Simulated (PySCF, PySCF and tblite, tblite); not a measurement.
# C₃H₁₂AsNSi₂: conformers and averaged spectra, part 3 of 3

PySCF and tblite. Atoms count from 0. Earlier steps stand in the parts before.

## 12. Shieldings, conformer 3: B97-D/pcSseg-1 in dichloromethane

Job settings and geometry (Å):

```
{"job": {"xc": "B97-D", "basis": "pcSseg-1", "solvent": "dichloromethane", "kind": "nmr", "pop": false}, "charge": 0, "multiplicity": 1}
C      3.038536     0.089115    -0.591878
C      1.867520     0.639133     0.214671
C      0.802825    -0.420395     0.481818
As    -0.710108     0.341675     1.548509
Si    -2.332259    -1.277002     1.016490
N     -2.977262    -0.164326    -0.153454
Si    -1.944055     1.231687    -0.244618
H      3.512947    -0.734958    -0.062308
H      2.696457    -0.277593    -1.557756
H      3.784815     0.862201    -0.762576
H      1.414868     1.476602    -0.327984
H      2.235803     1.028558     1.170450
H      1.249390    -1.248710     1.043690
H      0.438093    -0.827575    -0.465370
H     -1.896568    -2.523896     0.360115
H     -3.366225    -1.618630     2.004598
H     -3.783656    -0.332038    -0.733299
H     -2.733789     2.456767    -0.049463
H     -1.307135     1.308636    -1.573465
```

What it wrote:

```text
coarse grid: 70480 points
cycle   1  E = -2991.7803149153  dE = -3.747e-01  |g| = 9.190e-01  |ddm| = 4.080e+00
cycle   2  E = -2991.4317716729  dE =  3.485e-01  |g| = 1.416e+00  |ddm| = 2.303e+00
cycle   3  E = -2991.8989246478  dE = -4.672e-01  |g| = 3.081e-01  |ddm| = 1.925e+00
cycle   4  E = -2991.9179609805  dE = -1.904e-02  |g| = 1.049e-01  |ddm| = 3.655e-01
cycle   5  E = -2991.9204570782  dE = -2.496e-03  |g| = 3.607e-02  |ddm| = 1.260e-01
cycle   6  E = -2991.9207628536  dE = -3.058e-04  |g| = 1.117e-02  |ddm| = 4.431e-02
cycle   7  E = -2991.9207962720  dE = -3.342e-05  |g| = 3.058e-03  |ddm| = 1.249e-02
cycle   8  E = -2991.9207978081  dE = -1.536e-06  |g| = 4.128e-04  |ddm| = 2.504e-03
final grid: 146008 points
cycle   9  E = -2991.9208802152  dE = -2.230e-07  |g| = 5.312e-04  |ddm| = 3.224e-03
cycle  10  E = -2991.9208801077  dE =  1.075e-07  |g| = 8.291e-04  |ddm| = 1.531e-03
cycle  11  E = -2991.9208802954  dE = -1.876e-07  |g| = 9.432e-05  |ddm| = 8.865e-04
cycle  12  E = -2991.9208802974  dE = -2.061e-09  |g| = 3.365e-05  |ddm| = 1.294e-04
cycle  13  E = -2991.9208802977  dE = -2.515e-10  |g| = 6.735e-06  |ddm| = 3.831e-05
converged SCF energy = -2991.9208802977

GIAO shielding tensors (ppm)
atom      isotropic    diamagn.    paramagn.     s11        s22        s33       span
  0 C      161.823     245.011     -83.188    147.845    154.108    183.516     35.671
  1 C      148.865     247.968     -99.103    132.333    146.286    167.975     35.643
  2 C      147.000     251.640    -104.641    124.676    147.636    168.687     44.011
  3 As    1551.398    2882.904   -1331.507   1309.057   1609.092   1736.044    426.987
  4 Si     355.164     880.694    -525.530    319.036    337.845    408.611     89.575
  5 N      240.924     323.739     -82.815    198.510    213.596    310.666    112.156
  6 Si     352.281     880.704    -528.423    318.039    333.253    405.550     87.512
  7 H       30.753      28.713       2.040     26.893     28.967     36.400      9.507
  8 H       30.722      30.358       0.364     26.579     29.382     36.206      9.627
  9 H       30.409      26.939       3.470     25.879     27.646     37.702     11.823
 10 H       30.285      33.139      -2.854     24.880     32.387     33.588      8.709
 11 H       30.077      31.127      -1.050     24.514     31.265     34.453      9.939
 12 H       29.685      33.090      -3.405     24.465     29.388     35.203     10.738
 13 H       29.286      35.536      -6.250     23.619     30.278     33.962     10.343
 14 H       26.028      30.277      -4.248     23.201     23.654     31.230      8.029
 15 H       26.102      28.663      -2.562     22.635     23.654     32.016      9.381
 16 H       32.018      30.029       1.989     22.452     27.192     46.409     23.957
 17 H       26.100      29.197      -3.096     22.563     23.861     31.877      9.314
 18 H       26.065      31.118      -5.053     22.923     24.400     30.873      7.950
```

It took 37 s on 1 thread of Intel Xeon Platinum 8488C, shared host; peak memory 1.4 GiB.

This run: HOMO -5.71 eV, LUMO -1.31 eV; dipole 1.65 D.

## 13. Single-point energy, conformer 3: HSE06/pcseg-1 in dichloromethane

The job, as its differences from that of step 12:

```diff
@@ -1,2 +1,2 @@
-{"job": {"xc": "B97-D", "basis": "pcSseg-1", "solvent": "dichloromethane", "kind": "nmr", "pop": false}, "charge": 0, "multiplicity": 1}
+{"job": {"xc": "HSE06", "basis": "pcseg-1", "solvent": "dichloromethane", "kind": "sp"}, "charge": 0, "multiplicity": 1}
 C      3.038536     0.089115    -0.591878
```

What it wrote:

```text
coarse grid: 70480 points
cycle   1  E = -2990.1373543508  dE = -2.505e-01  |g| = 5.112e-01  |ddm| = 4.372e+00
cycle   2  E = -2990.0621239798  dE =  7.523e-02  |g| = 7.567e-01  |ddm| = 1.374e+00
cycle   3  E = -2990.2002078318  dE = -1.381e-01  |g| = 8.159e-02  |ddm| = 8.798e-01
cycle   4  E = -2990.2015742538  dE = -1.366e-03  |g| = 3.543e-02  |ddm| = 1.281e-01
cycle   5  E = -2990.2018996538  dE = -3.254e-04  |g| = 7.071e-03  |ddm| = 4.144e-02
cycle   6  E = -2990.2019120069  dE = -1.235e-05  |g| = 2.845e-03  |ddm| = 1.142e-02
cycle   7  E = -2990.2019141256  dE = -2.119e-06  |g| = 4.108e-04  |ddm| = 3.301e-03
final grid: 146008 points
cycle   8  E = -2990.2020476678  dE = -6.120e-08  |g| = 7.457e-04  |ddm| = 2.495e-03
cycle   9  E = -2990.2020475066  dE =  1.612e-07  |g| = 1.103e-03  |ddm| = 1.863e-03
cycle  10  E = -2990.2020478166  dE = -3.100e-07  |g| = 5.975e-05  |ddm| = 1.105e-03
cycle  11  E = -2990.2020478178  dE = -1.200e-09  |g| = 9.254e-06  |ddm| = 1.104e-04
cycle  12  E = -2990.2020478178  dE = -1.228e-11  |g| = 3.001e-06  |ddm| = 1.786e-05
converged SCF energy = -2990.2020478178
```

Run time: 21 s. Hardware: 1 thread of Intel Xeon Platinum 8488C, shared host; peak memory 1.2 GiB.

This run: HOMO -6.43 eV, LUMO -1.12 eV; dipole 1.79 D.

## 14. Boltzmann average: properties at B97-D/pcSseg-1 in dichloromethane

Job settings and geometry (Å):

```
{"job": {"study": "conf", "smiles": "CCC[As]1[SiH2]N[SiH2]1", "search": {"seed": 8991, "n_embed": 90, "ff_keep": 18, "window": 3.0, "nmax": 4, "temps": [200, 250, 298.15, 350, 400], "t_ref": 298.15, "order": 0.0005}, "level": {"nmr": {"xc": "B97-D", "basis": "pcSseg-1", "solvent": "dichloromethane"}, "sp": {"xc": "HSE06", "basis": "pcseg-1", "solvent": "dichloromethane"}, "change": "B97-D/pcSseg-1; solvent dichloromethane; energies HSE06/pcseg-1", "top": 4}, "kind": "conf"}, "charge": 0, "multiplicity": 1}
C      3.038536     0.089115    -0.591878
C      1.867520     0.639133     0.214671
C      0.802825    -0.420395     0.481818
As    -0.710108     0.341675     1.548509
Si    -2.332259    -1.277002     1.016490
N     -2.977262    -0.164326    -0.153454
Si    -1.944055     1.231687    -0.244618
H      3.512947    -0.734958    -0.062308
H      2.696457    -0.277593    -1.557756
H      3.784815     0.862201    -0.762576
H      1.414868     1.476602    -0.327984
H      2.235803     1.028558     1.170450
H      1.249390    -1.248710     1.043690
H      0.438093    -0.827575    -0.465370
H     -1.896568    -2.523896     0.360115
H     -3.366225    -1.618630     2.004598
H     -3.783656    -0.332038    -0.733299
H     -2.733789     2.456767    -0.049463
H     -1.307135     1.308636    -1.573465
```

What it wrote:

```text
conformer  sym    E(xTB)   E(DFT)   G(298.15 K)  weight  dipole/D
    1     C1      0.033    0.403    0.416   0.2466    1.818
    2     C1      0.000    0.171    0.396   0.2554    1.785
    3     C1      0.570    0.000    0.000   0.4980    1.786

mean shielding (ppm) by class
class atoms           200 K      250 K   298.15 K      350 K      400 K
  0 C  0            162.752    162.818    162.862    162.896    162.922
  1 C  1            149.781    149.849    149.895    149.931    149.957
  2 C  2            146.826    146.804    146.789    146.778    146.769
  3 As 3           1560.123   1560.636   1560.973   1561.239   1561.436
  4 Si 4,6          353.557     353.56    353.563    353.566    353.568
  5 N  5            241.044    241.054    241.061    241.067    241.071
  6 H  7,8,9         30.686     30.687     30.688     30.689      30.69
  7 H  10,11         30.074     30.067     30.062     30.059     30.056
  8 H  12,13         29.345     29.336      29.33     29.325     29.321
  9 H  14,15,17      26.065     26.065     26.064     26.064     26.064
 10 H  16             32.04     32.041     32.041     32.041     32.041
```

Run time: 2.8 min. Hardware: 1 thread of Intel Xeon Platinum 8488C, shared host. This counts the runs that the step sums up.

Against the first level, at 298 K (shieldings, ppm; largest changes first):

| atoms | PBE0/pcSseg-1 in water | B97-D/pcSseg-1 in dichloromethane | change |
| --- | --- | --- | --- |
| As3 | 1679 | 1561 | -118 |
| C2 | 156.0 | 146.8 | -9.2 |
| C1 | 157.6 | 149.9 | -7.7 |
| N5 | 248.2 | 241.1 | -7.1 |
| C0 | 169.3 | 162.9 | -6.4 |
| Si4, Si6 | 357.6 | 353.6 | -4.1 |
| H16 | 31.86 | 32.04 | +0.19 |
| H14, H15, H17, H18 | 25.96 | 26.06 | +0.10 |
| H7, H8, H9 | 30.60 | 30.69 | +0.09 |
| H10, H11 | 30.02 | 30.06 | +0.05 |

Weights: from PBE0/pcSseg-1 in water energies 1: 25 %, 2: 27 %, 3: 48 %; from HSE06/pcseg-1 in dichloromethane energies 1: 25 %, 2: 26 %, 3: 50 % (with a dispersion term where the level has one and the same thermal terms, so they don't follow from the SCF energies alone). Times: 2.5 min and 2.8 min.

## 15. What came out

This closing draws on all 3 parts.

```
                                     quantity                                                value
                                   conformers  3; the first in weight is no. 3 (C1), 48 % at 298 K
                      root-mean-square dipole                                               1.91 D
 averaged ¹³C shifts (PBE0/pcSseg-1 in water)                                 31.9, 30.3, 18.6 ppm
  averaged ¹H shifts (PBE0/pcSseg-1 in water)                    5.73, 2.40, 1.68, 1.09, -0.16 ppm
averaged ²⁹Si shifts (PBE0/pcSseg-1 in water)                                             -8.7 ppm
```

At 298 K conformer 3 holds 48 % of the ensemble (53 % at 200 K, 46 % at 400 K). xTB puts no. 2 lowest, DFT no. 3. Among conformers over 5 %, H12, H13 differ by 0.32 ppm, while the average moves by 0.02 ppm from 200 to 400 K. Classes follow the bond graph; a pyramidal P, As or Sb inverts slowly, so protons on its two sides can differ where one class is shown. Protons on O, N, S or Se exchange and bind to solvent, so their values hold for the lone molecule only. Spin-orbit coupling is left out, which matters at and beside the heavy atoms. Going from PBE0/pcSseg-1 in water to B97-D/pcSseg-1 in dichloromethane moves As3 most, by 118 ppm of raw shielding; the energies behind both averages, dispersion terms included where typed, rank the same conformer first.
